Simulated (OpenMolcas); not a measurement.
# Pd²⁺ among point charges: CASSCF levels and susceptibility

Aim: the splitting of the states of Pd²⁺ in the field of 6 point charges, its lowest levels with spin-orbit coupling and its magnetic susceptibility.

Program: OpenMolcas 26.06. Level of theory: state-averaged CASSCF, spin-orbit coupling by RASSI with atomic mean-field integrals. These are calculated values, not measurements, unless marked.

1 further run of the same task is left out (it didn't finish).

### 1 The atom as given

| Quantity | Value |
| --- | --- |
| Species | Pd²⁺ (palladium, Z = 46, 44 electrons) |
| Basis | ANO-RCC-VDZP [6s5p3d1f], 43 functions |
| Scalar Hamiltonian | DKH2, point nucleus |
| Inactive shells | 1s 2s 2p 3s 3p 3d 4s 4p |
| Active space | 8 electrons in 5 orbitals (4d) |
| Some configurations of this space | 4d⁸ |
| Orbitals | optimised for each spin and parity, averaged over all roots |

Outer shells as boxes (Hund's rule):

4d8
```
4d [↑↓][↑↓][↑↓][↑ ][↑ ]
```

The ion sits among 6 point charges of -1.7 e arranged as a tetragonal octahedron (D4h), 1.7 Å from the ion, with the axial distance 2.040 Å. The active orbitals were held to one l.

The work runs as a chain of OpenMolcas steps in one folder; each step below is one input file. Labels, J, g values, rates, χT and fits are worked out afterwards by a script from the matrices that RASSI stores. The input lists half of the charges; inversion (Group=XYZ) makes the rest.

### 2 GATEWAY and SEWARD: basis and integrals

Input file a.inp:

```
&GATEWAY
Coord
1

Pd 0.0 0.0 0.0
Basis=ANO-RCC-VDZP
Group=XYZ
NoMove
AngMom=0.0 0.0 0.0
AMFI
XField
3 Angstrom 0
1.700000 0.000000 0.000000 -1.700000
0.000000 1.700000 0.000000 -1.700000
0.000000 0.000000 2.040000 -1.700000
&SEWARD
```

Run with:

```sh
OMP_NUM_THREADS=1 MOLCAS_MEM=1689 MOLCAS_PROJECT=a pymolcas a.inp > a.log
```

### 3 Reference wave functions, triplets of even parity, 10 roots

Input file a.inp:

```
&RASSCF
FileOrb=start.orb
Symmetry=1
Spin=3
nActEl=8 0 0
Inactive=9 9
Ras2=5 0
CIRoot=10 10 1
SDav=10
CIMx=300
Iter=120 100
PrWF=0.3
OrbListing=Nothing
MaxOrb=0
SupSym
1
15 4 5 6 7 8 10 11 12 13 14 17 18 19 20 21
0
>>> COPY $Project.JobIph JOB001
```

start.orb holds the contracted functions of the basis, ordered by shell, or the orbitals of the step before.

### 4 Reference wave functions, singlets of even parity, 15 roots

Input file a.inp:

```
&RASSCF
FileOrb=start.orb
Symmetry=1
Spin=1
nActEl=8 0 0
Inactive=9 9
Ras2=5 0
CIRoot=15 15 1
SDav=15
CIMx=300
Iter=120 100
PrWF=0.3
OrbListing=Nothing
MaxOrb=0
SupSym
1
15 4 5 6 7 8 10 11 12 13 14 17 18 19 20 21
0
>>> COPY $Project.JobIph JOB002
```

### 5 State interaction with spin-orbit coupling

Input file a.inp:

```
&RASSI
NrOfJobIphs=2 10 15
1 2 3 4 5 6 7 8 9 10
1 2 3 4 5 6 7 8 9 10 11 12 13 14 15
IphNames
JOB001
JOB002
EJob
SpinOrbit
DIPRint=1.0
SOCoupling=1000.0
Subsets=2
Property=9
'ANGMOM' 1 'ANGMOM' 2 'ANGMOM' 3 'MLTPL  1' 1 'MLTPL  1' 2 'MLTPL  1' 3
'AMFI' 1 'AMFI' 2 'AMFI' 3
SOProperty=3
'ANGMOM' 1 'ANGMOM' 2 'ANGMOM' 3
```

Before running it: what results should come out? Wanted: spin-free ground state; first state of the same spin within the active space; lowest level; next level.

As calculated:

| quantity | value |
| --- | --- |
| method | CASSCF |
| spin-free ground state | 3B1, 1-fold in its orbital part |
| first state of the same spin within the active space | 3E at 10800 cm⁻¹ |
| lowest level | 1-fold B2 |
| next level | 24.4 cm⁻¹ |
| χT at 300 K | 1.52 cm³ K/mol |
| effective moment at 300 K | 3.49 μB |

What this shows: The spin-free ground state (3B1) comes to 100 % from free-ion F terms and keeps the highest spin of the shell. χT at 300 K is 1.52, against 1.00 cm³ K/mol for the spin alone, so orbital moment adds to it. The field of point charges can differ much from that of real complexes. This is an electrostatic model: the charges have no orbitals.
